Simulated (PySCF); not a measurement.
# C₂H₃BBrN: core binding energies at several levels of theory, part 2 of 3

PySCF 2.14.0. Atoms count from 0. Earlier steps stand in the parts before.

## 5. X-ray photoelectron lines: PBE, X2C

The job: settings as JSON, then the geometry in Å.

```
{"job": {"kind": "xps", "xc": "PBE"}, "charge": 0, "multiplicity": 1}
C      2.164142     0.538967     0.107557
C      0.959611     0.415392    -0.011438
B     -0.553908     0.268818    -0.162436
N     -1.214865    -0.920744     0.112669
Br    -1.589978     1.792876    -0.757150
H      3.228090     0.657402     0.211398
H     -0.723793    -1.746925     0.429109
H     -2.216259    -1.026576     0.018226
```

Method: delta-SCF UKS PBE, pcX-2 on the ionised atom, pcseg-1 elsewhere, spin-free X2C.

The program printed:

```text
ground state, core basis on atom 0 (C), 129 functions
  cycle   1  E = -2755.71454923  |g| = 5.03e-01
  cycle   2  E = -2755.64165668  |g| = 7.35e-01
  cycle   3  E = -2755.75996099  |g| = 2.67e-01
  cycle   4  E = -2755.77815714  |g| = 7.02e-02
  cycle   5  E = -2755.77917036  |g| = 3.35e-02
  cycle   6  E = -2755.77944812  |g| = 8.29e-03
  cycle   7  E = -2755.77946712  |g| = 1.15e-03
  cycle   8  E = -2755.77946466  |g| = 2.10e-04
  E(ground) = -2755.78370030 Eh
hole in C 1s of atom 0
  cycle   1  E = -2744.56110819  |g| = 1.52e+00
  cycle   2  E = -2739.47578968  |g| = 2.76e+00
  cycle   3  E = -2744.53163304  |g| = 9.46e-01
  cycle   4  E = -2744.76403230  |g| = 8.73e-01
  cycle   5  E = -2745.07082580  |g| = 3.47e-01
  cycle   6  E = -2745.12453191  |g| = 1.11e-01
  cycle   7  E = -2745.12813402  |g| = 8.56e-02
  cycle   8  E = -2745.13240772  |g| = 1.65e-02
  cycle   9  E = -2745.13249265  |g| = 1.13e-02
  cycle  10  E = -2745.13258309  |g| = 1.96e-03
  cycle  11  E = -2745.13258855  |g| = 8.17e-04
  cycle  12  E = -2745.13259118  |g| = 2.03e-04
  E(ion) = -2745.13681532 Eh   <S^2> = 0.7824   hole on atom = 1.000   binding energy = 289.716 eV
ground state, core basis on atom 1 (C), 129 functions
  cycle   1  E = -2755.77958571  |g| = 7.59e-02
  cycle   2  E = -2755.77776864  |g| = 8.74e-02
  cycle   3  E = -2755.77763875  |g| = 8.94e-02
  cycle   4  E = -2755.77974648  |g| = 7.59e-03
  cycle   5  E = -2755.77976024  |g| = 1.29e-03
  cycle   6  E = -2755.77976127  |g| = 4.38e-04
  E(ground) = -2755.78399796 Eh
hole in C 1s of atom 1
  cycle   1  E = -2744.57531939  |g| = 1.52e+00
  cycle   2  E = -2738.66650751  |g| = 2.86e+00
  cycle   3  E = -2744.03137574  |g| = 1.19e+00
  cycle   4  E = -2744.94155416  |g| = 6.39e-01
  cycle   5  E = -2745.01395024  |g| = 4.81e-01
  cycle   6  E = -2745.12635035  |g| = 1.13e-01
  cycle   7  E = -2745.13161086  |g| = 7.38e-02
  cycle   8  E = -2745.13474086  |g| = 8.91e-03
  cycle   9  E = -2745.13477565  |g| = 6.64e-03
  cycle  10  E = -2745.13480879  |g| = 2.27e-03
  cycle  11  E = -2745.13481427  |g| = 9.56e-04
  cycle  12  E = -2745.13481678  |g| = 2.77e-04
  E(ion) = -2745.13902850 Eh   <S^2> = 0.7830   hole on atom = 1.000   binding energy = 289.664 eV
ground state, core basis on atom 2 (B), 129 functions
  cycle   1  E = -2755.77329532  |g| = 5.78e-02
  cycle   2  E = -2755.77315110  |g| = 2.93e-02
  cycle   3  E = -2755.77307077  |g| = 3.41e-02
  cycle   4  E = -2755.77331180  |g| = 1.71e-02
  cycle   5  E = -2755.77339175  |g| = 1.15e-03
  cycle   6  E = -2755.77339330  |g| = 2.80e-04
  E(ground) = -2755.77753548 Eh
hole in B 1s of atom 2
  cycle   1  E = -2748.13574157  |g| = 1.19e+00
  cycle   2  E = -2746.11215875  |g| = 2.22e+00
  cycle   3  E = -2748.23485318  |g| = 7.37e-01
  cycle   4  E = -2748.34274576  |g| = 6.22e-01
  cycle   5  E = -2748.54351855  |g| = 1.70e-01
  cycle   6  E = -2748.55360004  |g| = 1.22e-01
  cycle   7  E = -2748.56209896  |g| = 3.70e-02
  cycle   8  E = -2748.56260627  |g| = 1.38e-02
  cycle   9  E = -2748.56273915  |g| = 2.10e-03
  cycle  10  E = -2748.56273861  |g| = 6.78e-04
  cycle  11  E = -2748.56273987  |g| = 2.23e-04
  E(ion) = -2748.56686663 Eh   <S^2> = 0.7710   hole on atom = 1.000   binding energy = 196.212 eV
ground state, core basis on atom 3 (N), 129 functions
  cycle   1  E = -2755.78777254  |g| = 9.09e-02
  cycle   2  E = -2755.78746967  |g| = 4.03e-02
  cycle   3  E = -2755.78655785  |g| = 7.29e-02
  cycle   4  E = -2755.78775316  |g| = 1.83e-02
  cycle   5  E = -2755.78784095  |g| = 6.47e-04
  cycle   6  E = -2755.78784417  |g| = 2.85e-04
  E(ground) = -2755.79205174 Eh
hole in N 1s of atom 3
  cycle   1  E = -2740.21631908  |g| = 1.88e+00
  cycle   2  E = -2736.41719384  |g| = 3.11e+00
  cycle   3  E = -2740.55875003  |g| = 7.21e-01
  cycle   4  E = -2740.43488854  |g| = 8.78e-01
  cycle   5  E = -2740.82677679  |g| = 3.94e-01
  cycle   6  E = -2740.90772661  |g| = 1.19e-01
  cycle   7  E = -2740.91461407  |g| = 4.27e-02
  cycle   8  E = -2740.91568240  |g| = 1.16e-02
  cycle   9  E = -2740.91576498  |g| = 3.72e-03
  cycle  10  E = -2740.91577372  |g| = 6.20e-04
  cycle  11  E = -2740.91577265  |g| = 1.38e-04
  E(ion) = -2740.91993742 Eh   <S^2> = 0.7581   hole on atom = 1.000   binding energy = 404.691 eV
```

Run time: 11 s. Hardware: 1 thread of Arm Neoverse V1, shared host; peak memory 0.52 GiB.

The holes in one table. −ε is the ground-state orbital energy:

```csv
hole,stands for,environment,ΔSCF (eV),−ε (eV),⟨S²⟩
C1s on C0,C0,terminal alkyne carbon,289.72,269.4,0.782
C1s on C1,C1,alkyne carbon,289.66,269.0,0.783
B1s on B2,B2,"boron bonded to C, Br, N",196.21,178.5,0.771
N1s on N3,N3,"nitrogen bonded to B, 2 H",404.69,381.3,0.758
```

## 6. X-ray photoelectron lines: HF, X2C

The job, as its differences from that of step 5:

```diff
@@ -1,2 +1,2 @@
-{"job": {"kind": "xps", "xc": "PBE"}, "charge": 0, "multiplicity": 1}
+{"job": {"kind": "xps", "xc": "HF"}, "charge": 0, "multiplicity": 1}
 C      2.164142     0.538967     0.107557
```

With the program's defaults for keys left out, this is: delta-SCF UKS HF, pcX-2 on the ionised atom, pcseg-1 elsewhere, spin-free X2C.

The program printed:

```text
ground state, core basis on atom 0 (C), 129 functions
  cycle   1  E = -2753.52963505  |g| = 4.03e-01
  cycle   2  E = -2753.58784947  |g| = 1.29e-01
  cycle   3  E = -2753.59331735  |g| = 4.60e-02
  cycle   4  E = -2753.59409329  |g| = 1.33e-02
  cycle   5  E = -2753.59414808  |g| = 5.54e-03
  cycle   6  E = -2753.59415996  |g| = 1.40e-03
  cycle   7  E = -2753.59416258  |g| = 6.65e-04
  cycle   8  E = -2753.59416329  |g| = 3.32e-04
  E(ground) = -2753.59416329 Eh
hole in C 1s of atom 0
  cycle   1  E = -2742.33775864  |g| = 1.48e+00
  cycle   2  E = -2742.57496787  |g| = 9.69e-01
  cycle   3  E = -2742.88538114  |g| = 2.09e-01
  cycle   4  E = -2742.90463270  |g| = 5.74e-02
  cycle   5  E = -2742.90721865  |g| = 2.84e-02
  cycle   6  E = -2742.90932621  |g| = 2.61e-02
  cycle   7  E = -2742.91221772  |g| = 2.40e-02
  cycle   8  E = -2742.91838191  |g| = 1.77e-02
  cycle   9  E = -2742.92010709  |g| = 7.50e-03
  cycle  10  E = -2742.92005171  |g| = 6.02e-03
  cycle  11  E = -2742.92019089  |g| = 1.50e-03
  cycle  12  E = -2742.92019239  |g| = 1.31e-03
  cycle  13  E = -2742.92019986  |g| = 6.05e-04
  cycle  14  E = -2742.92020184  |g| = 2.52e-04
  E(ion) = -2742.92020184 Eh   <S^2> = 1.2351   hole on atom = 1.000   binding energy = 290.453 eV
ground state, core basis on atom 1 (C), 129 functions
  cycle   1  E = -2753.59478605  |g| = 2.61e-02
  cycle   2  E = -2753.59484524  |g| = 7.80e-03
  cycle   3  E = -2753.59485541  |g| = 5.45e-03
  cycle   4  E = -2753.59486242  |g| = 4.10e-04
  E(ground) = -2753.59486242 Eh
hole in C 1s of atom 1
  cycle   1  E = -2742.36151667  |g| = 1.49e+00
  cycle   2  E = -2742.57915143  |g| = 9.69e-01
  cycle   3  E = -2742.89404640  |g| = 2.30e-01
  cycle   4  E = -2742.91682414  |g| = 5.15e-02
  cycle   5  E = -2742.91907050  |g| = 2.71e-02
  cycle   6  E = -2742.92118321  |g| = 2.53e-02
  cycle   7  E = -2742.92441020  |g| = 2.34e-02
  cycle   8  E = -2742.93158766  |g| = 1.63e-02
  cycle   9  E = -2742.93225757  |g| = 3.51e-03
  cycle  10  E = -2742.93230431  |g| = 1.86e-03
  cycle  11  E = -2742.93230661  |g| = 2.09e-03
  cycle  12  E = -2742.93233216  |g| = 1.41e-03
  cycle  13  E = -2742.93233823  |g| = 1.45e-03
  cycle  14  E = -2742.93231097  |g| = 1.40e-03
  cycle  15  E = -2742.93230339  |g| = 1.17e-03
  cycle  16  E = -2742.93230322  |g| = 1.26e-03
  cycle  17  E = -2742.93230327  |g| = 1.11e-03
  cycle  18  E = -2742.93230473  |g| = 1.04e-03
  cycle  19  E = -2742.93230498  |g| = 5.52e-04
  cycle  20  E = -2742.93230514  |g| = 1.24e-04
  E(ion) = -2742.93230514 Eh   <S^2> = 1.2480   hole on atom = 1.000   binding energy = 290.143 eV
ground state, core basis on atom 2 (B), 129 functions
  cycle   1  E = -2753.58733907  |g| = 2.86e-02
  cycle   2  E = -2753.58747705  |g| = 5.81e-03
  cycle   3  E = -2753.58748632  |g| = 2.23e-03
  cycle   4  E = -2753.58748772  |g| = 3.90e-04
  E(ground) = -2753.58748772 Eh
hole in B 1s of atom 2
  cycle   1  E = -2745.90911124  |g| = 1.16e+00
  cycle   2  E = -2746.07696507  |g| = 7.19e-01
  cycle   3  E = -2746.29719740  |g| = 2.00e-01
  cycle   4  E = -2746.31706776  |g| = 5.02e-02
  cycle   5  E = -2746.31872308  |g| = 1.91e-02
  cycle   6  E = -2746.31940872  |g| = 1.31e-02
  cycle   7  E = -2746.32008440  |g| = 1.04e-02
  cycle   8  E = -2746.32064692  |g| = 9.05e-03
  cycle   9  E = -2746.32125059  |g| = 8.47e-03
  cycle  10  E = -2746.32186088  |g| = 7.82e-03
  cycle  11  E = -2746.32254570  |g| = 7.35e-03
  cycle  12  E = -2746.32318517  |g| = 6.84e-03
  cycle  13  E = -2746.32379252  |g| = 6.23e-03
  cycle  14  E = -2746.32447405  |g| = 4.98e-03
  cycle  15  E = -2746.32494507  |g| = 3.61e-03
  cycle  16  E = -2746.32504967  |g| = 2.67e-03
  cycle  17  E = -2746.32509346  |g| = 1.91e-03
  cycle  18  E = -2746.32513806  |g| = 1.32e-03
  cycle  19  E = -2746.32514649  |g| = 6.52e-04
  cycle  20  E = -2746.32514846  |g| = 4.96e-04
  E(ion) = -2746.32514846 Eh   <S^2> = 1.2807   hole on atom = 1.000   binding energy = 197.618 eV
ground state, core basis on atom 3 (N), 129 functions
  cycle   1  E = -2753.60239161  |g| = 2.79e-02
  cycle   2  E = -2753.60244397  |g| = 3.66e-03
  cycle   3  E = -2753.60244658  |g| = 2.04e-03
  cycle   4  E = -2753.60244742  |g| = 3.14e-04
  E(ground) = -2753.60244742 Eh
hole in N 1s of atom 3
  cycle   1  E = -2738.01471445  |g| = 1.84e+00
  cycle   2  E = -2738.44617709  |g| = 9.85e-01
  cycle   3  E = -2738.70271133  |g| = 1.07e-01
  cycle   4  E = -2738.70689969  |g| = 3.48e-02
  cycle   5  E = -2738.70758942  |g| = 1.70e-02
  cycle   6  E = -2738.70792566  |g| = 7.20e-03
  cycle   7  E = -2738.70800660  |g| = 2.68e-03
  cycle   8  E = -2738.70801727  |g| = 1.02e-03
  cycle   9  E = -2738.70801948  |g| = 5.03e-04
  cycle  10  E = -2738.70802029  |g| = 4.50e-04
  E(ion) = -2738.70802029 Eh   <S^2> = 0.7741   hole on atom = 1.000   binding energy = 405.298 eV
```

Wall time 21 s (1 thread of Arm Neoverse V1, shared host); peak memory 0.52 GiB.

The holes in one table. −ε is the ground-state orbital energy:

```csv
hole,stands for,environment,ΔSCF (eV),−ε (eV),⟨S²⟩
C1s on C0,C0,terminal alkyne carbon,290.45 (doubtful),306.3,1.235
C1s on C1,C1,alkyne carbon,290.14 (doubtful),305.7,1.248
B1s on B2,B2,"boron bonded to C, Br, N",197.62 (doubtful),208.9,1.281
N1s on N3,N3,"nitrogen bonded to B, 2 H",405.30,424.2,0.774
```

Doubtful: the ion did not converge, its hole moved, or its ⟨S²⟩ is well above 0.75.

## 7. X-ray photoelectron lines: SCAN, X2C

The job, as its differences from that of step 6:

```diff
@@ -1,2 +1,2 @@
-{"job": {"kind": "xps", "xc": "HF"}, "charge": 0, "multiplicity": 1}
+{"job": {"kind": "xps", "basis": "pcX-1"}, "charge": 0, "multiplicity": 1}
 C      2.164142     0.538967     0.107557
```

Method: delta-SCF UKS SCAN, pcX-1 on the ionised atom, pcseg-1 elsewhere, spin-free X2C.

The program printed:

```text
ground state, core basis on atom 0 (C), 108 functions
  cycle   1  E = -2756.18187679  |g| = 4.93e-01
  cycle   2  E = -2756.13163879  |g| = 6.53e-01
  cycle   3  E = -2756.22367324  |g| = 2.57e-01
  cycle   4  E = -2756.24165207  |g| = 5.52e-02
  cycle   5  E = -2756.24234493  |g| = 2.28e-02
  cycle   6  E = -2756.24247041  |g| = 5.58e-03
  cycle   7  E = -2756.24247880  |g| = 1.34e-03
  cycle   8  E = -2756.24247920  |g| = 4.19e-04
  E(ground) = -2756.39584898 Eh
hole in C 1s of atom 0
  cycle   1  E = -2744.98798711  |g| = 1.50e+00
  cycle   2  E = -2740.50470151  |g| = 2.57e+00
  cycle   3  E = -2745.05482813  |g| = 8.65e-01
  cycle   4  E = -2745.28053878  |g| = 7.51e-01
  cycle   5  E = -2745.51774637  |g| = 2.97e-01
  cycle   6  E = -2745.55827612  |g| = 6.93e-02
  cycle   7  E = -2745.55954238  |g| = 5.75e-02
  cycle   8  E = -2745.56171228  |g| = 1.38e-02
  cycle   9  E = -2745.56198613  |g| = 1.09e-02
  cycle  10  E = -2745.56213531  |g| = 6.04e-03
  cycle  11  E = -2745.56224023  |g| = 2.75e-03
  cycle  12  E = -2745.56225187  |g| = 9.95e-04
  cycle  13  E = -2745.56225333  |g| = 2.27e-04
  E(ion) = -2745.71440417 Eh   <S^2> = 0.8487   hole on atom = 1.000   binding energy = 290.657 eV
ground state, core basis on atom 1 (C), 108 functions
  cycle   1  E = -2756.24091661  |g| = 6.48e-02
  cycle   2  E = -2756.23290528  |g| = 1.83e-01
  cycle   3  E = -2756.24189343  |g| = 1.08e-02
  cycle   4  E = -2756.24192132  |g| = 4.56e-03
  cycle   5  E = -2756.24192823  |g| = 9.93e-04
  cycle   6  E = -2756.24193019  |g| = 3.80e-04
  E(ground) = -2756.39550886 Eh
hole in C 1s of atom 1
  cycle   1  E = -2745.00307279  |g| = 1.50e+00
  cycle   2  E = -2739.78222285  |g| = 2.67e+00
  cycle   3  E = -2744.67058592  |g| = 1.07e+00
  cycle   4  E = -2745.39280114  |g| = 5.98e-01
  cycle   5  E = -2745.48952683  |g| = 3.78e-01
  cycle   6  E = -2745.56137836  |g| = 7.08e-02
  cycle   7  E = -2745.56383396  |g| = 4.37e-02
  cycle   8  E = -2745.56517794  |g| = 1.44e-02
  cycle   9  E = -2745.56556809  |g| = 1.09e-02
  cycle  10  E = -2745.56584259  |g| = 6.56e-03
  cycle  11  E = -2745.56597095  |g| = 2.91e-03
  cycle  12  E = -2745.56599238  |g| = 1.25e-03
  cycle  13  E = -2745.56599439  |g| = 3.91e-04
  E(ion) = -2745.71775976 Eh   <S^2> = 0.8653   hole on atom = 1.000   binding energy = 290.556 eV
ground state, core basis on atom 2 (B), 108 functions
  cycle   1  E = -2756.23707103  |g| = 4.29e-02
  cycle   2  E = -2756.23444294  |g| = 1.05e-01
  cycle   3  E = -2756.23738658  |g| = 1.46e-02
  cycle   4  E = -2756.23743577  |g| = 7.55e-03
  cycle   5  E = -2756.23745026  |g| = 1.54e-03
  cycle   6  E = -2756.23745177  |g| = 2.55e-04
  E(ground) = -2756.39153222 Eh
hole in B 1s of atom 2
  cycle   1  E = -2748.57543758  |g| = 1.18e+00
  cycle   2  E = -2747.06176869  |g| = 1.95e+00
  cycle   3  E = -2748.72249129  |g| = 6.57e-01
  cycle   4  E = -2748.84851030  |g| = 4.91e-01
  cycle   5  E = -2748.98120428  |g| = 1.17e-01
  cycle   6  E = -2748.98745989  |g| = 6.63e-02
  cycle   7  E = -2748.99008211  |g| = 2.42e-02
  cycle   8  E = -2748.99046007  |g| = 1.15e-02
  cycle   9  E = -2748.99058461  |g| = 6.83e-03
  cycle  10  E = -2748.99066861  |g| = 3.77e-03
  cycle  11  E = -2748.99071708  |g| = 1.67e-03
  cycle  12  E = -2748.99072851  |g| = 1.47e-03
  cycle  13  E = -2748.99074088  |g| = 1.08e-03
  cycle  14  E = -2748.99075154  |g| = 7.74e-04
  cycle  15  E = -2748.99075908  |g| = 3.43e-04
  E(ion) = -2749.14334854 Eh   <S^2> = 0.8232   hole on atom = 1.000   binding energy = 197.233 eV
ground state, core basis on atom 3 (N), 108 functions
  cycle   1  E = -2756.24048816  |g| = 3.47e-02
  cycle   2  E = -2756.23993910  |g| = 5.76e-02
  cycle   3  E = -2756.24067539  |g| = 7.03e-03
  cycle   4  E = -2756.24065245  |g| = 1.06e-02
  cycle   5  E = -2756.24068677  |g| = 6.98e-04
  cycle   6  E = -2756.24068535  |g| = 1.43e-04
  E(ground) = -2756.39143986 Eh
hole in N 1s of atom 3
  cycle   1  E = -2740.63906099  |g| = 1.86e+00
  cycle   2  E = -2739.71483415  |g| = 2.14e+00
  cycle   3  E = -2741.09869499  |g| = 6.51e-01
  cycle   4  E = -2741.06629646  |g| = 6.65e-01
  cycle   5  E = -2741.32153478  |g| = 1.47e-01
  cycle   6  E = -2741.33250117  |g| = 5.92e-02
  cycle   7  E = -2741.33467158  |g| = 1.12e-02
  cycle   8  E = -2741.33475223  |g| = 4.26e-03
  cycle   9  E = -2741.33476363  |g| = 1.82e-03
  cycle  10  E = -2741.33476582  |g| = 5.72e-04
  cycle  11  E = -2741.33476699  |g| = 2.43e-04
  E(ion) = -2741.48439864 Eh   <S^2> = 0.7637   hole on atom = 1.000   binding energy = 405.641 eV
```

Wall time 15 s (1 thread of Arm Neoverse V1, shared host); peak memory 0.52 GiB.

The holes in one table. −ε is the ground-state orbital energy:

```csv
hole,stands for,environment,ΔSCF (eV),−ε (eV),⟨S²⟩
C1s on C0,C0,terminal alkyne carbon,290.66,273.9,0.849
C1s on C1,C1,alkyne carbon,290.56 (doubtful),273.4,0.865
B1s on B2,B2,"boron bonded to C, Br, N",197.23,181.6,0.823
N1s on N3,N3,"nitrogen bonded to B, 2 H",405.64,386.4,0.764
```

Doubtful: the ion did not converge, its hole moved, or its ⟨S²⟩ is well above 0.75. Rows just under that mark are hardly safer.

[end of part 2 of 3]
